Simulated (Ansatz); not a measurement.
**Trimethyl borate (C3H9BO3): basis-set convergence**

One table from this session's results is given with a row withheld; the runs are named, their logs left out.

Computed with Ansatz 0.2.0, Gaussian basis. Level: one geometry, several basis sets.

Plan: PBE0-D4/def2-SVP; ωB97M-V/def2-SVP; PBE0-D4/def2-QZVPP; ωB97M-V/def2-QZVPP; the functionals' def2-TZVPP values are taken from earlier runs.

## Structure used throughout

The geometry comes from an earlier relaxation with PBE0-D4 in a triple-zeta def2 set; it is a stationary point, not always the lowest conformer.

SMILES `COB(OC)OC`, 16 atoms, charge 0, spin multiplicity 1.

Atoms are counted from 1 here; the program's logs count them from 0.

Bond lengths: C1–O2 1.412 Å, C1–H8 1.093 Å, C1–H9 1.093 Å, C1–H10 1.090 Å, O2–B3 1.363 Å, B3–O4 1.363 Å, B3–O6 1.363 Å, O4–C5 1.412 Å, C5–H11 1.093 Å, C5–H12 1.090 Å, C5–H13 1.093 Å, O6–C7 1.412 Å, C7–H14 1.090 Å, C7–H15 1.093 Å, C7–H16 1.093 Å. Angles: O2–C1–H8 111.3°, O2–C1–H9 111.3°, O2–C1–H10 107.6°, H8–C1–H9 108.3°, H8–C1–H10 109.2°, H9–C1–H10 109.2°, C1–O2–B3 120.2°, O2–B3–O4 120.0°, O2–B3–O6 120.0°, O4–B3–O6 120.0°, B3–O4–C5 120.2°, O4–C5–H11 111.3°, O4–C5–H12 107.6°, O4–C5–H13 111.3°, H11–C5–H12 109.2°, H11–C5–H13 108.3°, H12–C5–H13 109.2°, B3–O6–C7 120.2° and more.

Set-up of the first run:

in.yaml reads:

```yaml
crystal:
  periodic: [false, false, false]
  atoms:
    - {symbol: C, position_ang: [1.410699, -1.915841, -0.348758]}
    - {symbol: O, position_ang: [0.647315, -1.089666, 0.504226]}
    - {symbol: B, position_ang: [-0.001625, -0.001624, 0.002746]}
    - {symbol: O, position_ang: [0.085179, 0.291381, -1.325068]}
    - {symbol: C, position_ang: [-0.585213, 1.418117, -1.848420]}
    - {symbol: O, position_ang: [-0.737339, 0.793591, 0.829165]}
    - {symbol: C, position_ang: [-0.829669, 0.493541, 2.205511]}
    - {symbol: H, position_ang: [0.789947, -2.357115, -1.133124]}
    - {symbol: H, position_ang: [2.219257, -1.354886, -0.825008]}
    - {symbol: H, position_ang: [1.838145, -2.712841, 0.260359]}
    - {symbol: H, position_ang: [-1.664839, 1.344903, -1.692938]}
    - {symbol: H, position_ang: [-0.379303, 1.456479, -2.918447]}
    - {symbol: H, position_ang: [-0.232483, 2.341619, -1.381631]}
    - {symbol: H, position_ang: [-1.459138, 1.254732, 2.667216]}
    - {symbol: H, position_ang: [0.154729, 0.504993, 2.680855]}
    - {symbol: H, position_ang: [-1.278361, -0.490080, 2.367715]}
basis:
  gaussian: {orbitals: def2-SVP}
hamiltonian: {xc: pbe0, dispersion: d4}
output: {orbitals: {seedname: orbitals}}
```

The run is started by

```
> ansatz run in.yaml --threads 2 --pin off --events-out ev --progress --plain --max-ram 32768MiB --backend cpu
```

Among the steps run: PBE0-D4 in def2-SVP; ωB97M-V in def2-SVP; PBE0-D4 in def2-QZVPP; ωB97M-V in def2-QZVPP.

One of the session's tables, all rows but one given; the rest of the session is left out.

| functional | basis | HOMO (eV) | LUMO (eV) |
| --- | --- | --- | --- |
| PBE0-D4 | def2-SVP | -7.97 | 1.97 |
| PBE0-D4 | def2-TZVPP | -8.14 | 1.03 |
| PBE0-D4 | def2-QZVPP | -8.17 | 0.71 |
| ωB97M-V | def2-SVP | -10.37 | 3.59 |
| ωB97M-V | def2-TZVPP | ? | ? |
| ωB97M-V | def2-QZVPP | -10.58 | 1.79 |

Q: Estimate the row for ωB97M-V, def2-TZVPP from the others.

As computed: HOMO (eV): -10.55; LUMO (eV): 2.30. In the column «HOMO (eV)» it lies between ωB97M-V, def2-QZVPP (-10.58) and ωB97M-V, def2-SVP (-10.37).
